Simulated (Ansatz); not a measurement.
**BeGeSb2: the band gap up the ladder of functionals**

One table from this session's results is given with a row withheld; the runs are named, their logs left out.

The runs shown are made with Ansatz 0.2.0. PAW datasets, plane waves. The calculation is spin-unpolarised, and the structure need not be a phase that has been made.

### The system as given

The cell was relaxed beforehand with r2SCAN.

The symmetry is P-4m2 (No. 115, tetragonal); conventional cell a = 4.232 Å, c = 11.528 Å, 25.81 Å³ an atom. Around Be lie 4 Sb at 2.45–2.47 Å; around Sb lie 4 Be at 2.47 Å; around Sb lie 2 Be at 2.45 Å and 2 Ge at 2.66 Å; around Ge lie 4 Sb at 2.66–2.68 Å; around Sb lie 4 Ge at 2.68 Å.

As a file:

```cif
data_structure
_symmetry_space_group_name_H-M 'P 1'
_symmetry_Int_Tables_number 1
_cell_length_a 4.2322
_cell_length_b 4.2322
_cell_length_c 11.5275
_cell_angle_alpha 90.000
_cell_angle_beta 90.000
_cell_angle_gamma 90.000
_cell_volume 206.48
loop_
_atom_site_label
_atom_site_type_symbol
_atom_site_fract_x
_atom_site_fract_y
_atom_site_fract_z
_atom_site_occupancy
Be1 Be 0.50000 0.00000 0.89028 1
Sb1 Sb 0.50000 0.50000 0.00000 1
Be2 Be 0.00000 0.50000 0.10972 1
Sb2 Sb 0.00000 0.00000 0.21724 1
Ge1 Ge 0.50000 0.00000 0.35737 1
Sb3 Sb 0.50000 0.50000 0.50000 1
Ge2 Ge 0.00000 0.50000 0.64263 1
Sb4 Sb 0.00000 0.00000 0.78276 1
```

Set-up of the first run:

input.yaml

```yaml
crystal:
  lattice:
    - [4.2322033738, 0.0, 0.0]
    - [0.0, 4.2322033738, 0.0]
    - [0.0, 0.0, 11.5275184571]
  atoms:
    - { symbol: Be, position: [0.5, 0.0, 0.8902791049] }
    - { symbol: Sb, position: [0.5, 0.5, 0.0] }
    - { symbol: Be, position: [0.0, 0.5, 0.1097208951] }
    - { symbol: Sb, position: [0.0, 0.0, 0.2172419103] }
    - { symbol: Ge, position: [0.5, 0.0, 0.3573663466] }
    - { symbol: Sb, position: [0.5, 0.5, 0.5] }
    - { symbol: Ge, position: [0.0, 0.5, 0.6426336534] }
    - { symbol: Sb, position: [0.0, 0.0, 0.7827580897] }
kpoints:
  mp_grid: { grid: [6, 6, 2] }
  band_path:
    path:
      - [[0.0, 0.0, 0.0], [9.948867393935e-51, 0.5, 1.389869722136e-67], [0.5, 0.5, -7.095999811134e-34], [0.0, 0.0, 0.0], [2.122916087399e-52, 1.348324875688e-84, 0.5], [7.018431054064e-51, 0.5, 0.5], [0.5, 0.5, 0.5], [2.122916087399e-52, 1.348324875688e-84, 0.5]]
      - [[9.948867393935e-51, 0.5, 1.389869722136e-67], [7.018431054064e-51, 0.5, 0.5]]
      - [[0.5, 0.5, -7.095999811134e-34], [0.5, 0.5, 0.5]]
    npoints: 10
hamiltonian:
  xc: pbe
scf:
  occupations: { method: fermi_dirac, width: 0.02 }
  n_extra_bands: 6
output:
  forces: true
  stress: true
  eigenvalues: true
```

Command:

```console
ansatz run input.yaml --threads 2 --pin off --max-ram 29491MiB --backend cpu --events-out ev --progress --plain --runs-dir out
```

Among the steps run: Band structure with PBE; r2SCAN; Single point with HSE06; PBE+SOC.

One table of the session follows, with a row left open; its other results are not shown here.

```
  level  gap (eV)
    PBE     -0.24
 r2SCAN     -0.15
  HSE06         ?
PBE+SOC     -0.26
```

Q: Estimate the row for HSE06 from the others.

The run gave: gap (eV): 0.03. In the column «gap (eV)» it is the highest.

Meshes: PBE 6×6×2, r2SCAN 6×6×2, HSE06 4×4×2, PBE+SOC 6×6×2

In words: PBE finds no gap, while HSE06 opens one of up to 0.03 eV: the level of theory decides whether this is called a metal.

Limits of these values: Warnings in the runs' records: stress scf threshold loose, stress exchange threshold loose.
